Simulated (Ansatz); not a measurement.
# Ni (Fm-3m): equation of state

Aim: the bulk modulus of Ni (Fm-3m) from energies at several volumes around the relaxed one. Whether the element takes this structure at low temperature is a separate question.

Method: DFT r²SCAN, scalar-relativistic, plane waves, PAW, in Ansatz 0.2.0.

## (1) The starting structure

The structure is cubic, space group Fm-3m (No. 225). Conventional cell: a = 3.478 Å, b = 3.478 Å, c = 3.478 Å, α = 90.00°, β = 90.00°, γ = 90.00°. Ni (site symmetry m-3m) has 12 Ni at 2.46 Å as nearest neighbours.

Coordinates:

```xyz
1
Lattice="0.0000 1.7392 1.7392 1.7392 0.0000 1.7392 1.7392 1.7392 0.0000" Properties=species:S:1:pos:R:3 pbc="T T T"
Ni    0.0000    0.0000    0.0000
```

An earlier run at r²SCAN left this cell at 10.522 Å³/atom and 0.00 GPa (22×22×22 mesh).

Volume factors to run: 0.980, 1.020, 0.960, 1.040.

## (2) Volume × 0.980

input.yaml

```yaml
crystal:
  lattice:
    - [0.0, 1.7275386918, 1.7275386918]
    - [1.7275386918, 0.0, 1.7275386918]
    - [1.7275386918, 1.7275386918, 0.0]
  atoms:
    - { symbol: Ni, position: [0.0, 0.0, 0.0], spin: 0.9 }
basis:
  ecutwfc: 500
  ecutrho_ratio: 4
kpoints:
  mp_grid: { grid: [22, 22, 22] }
hamiltonian:
  xc: r2scan
scf:
  occupations: { method: gaussian, width: 0.05 }
output:
  forces: true
  stress: true
  eigenvalues: true
  populations: true
magnetization:
  spin_polarized: true
```

On the command line:

```
> ansatz run input.yaml --threads 1 --pin off --max-ram 2560MiB --backend cpu --events-out ev --progress --plain --runs-dir out
```

After this run come: At 1.020 of the relaxed volume; Scaling the volume by 0.960; At 1.040 of the relaxed volume.

Before running it: what results should come out? Wanted: V0; B0; B0′; scatter of the fit.

As calculated:

```
          quantity           value
                V0  10.523 Å³/atom
                B0         215 GPa
               B0′             4.3
scatter of the fit  0.004 meV/atom
```

**Reading.** A third-order Birch–Murnaghan fit puts the minimum at 10.52 Å³/atom with a bulk modulus of 215 GPa, a stiff solid. One per cent of compression takes about 2.2 GPa. The moment on atom 1 grows from 0.78 to 0.84 μB on expansion. These are values at 0 K without zero-point motion.
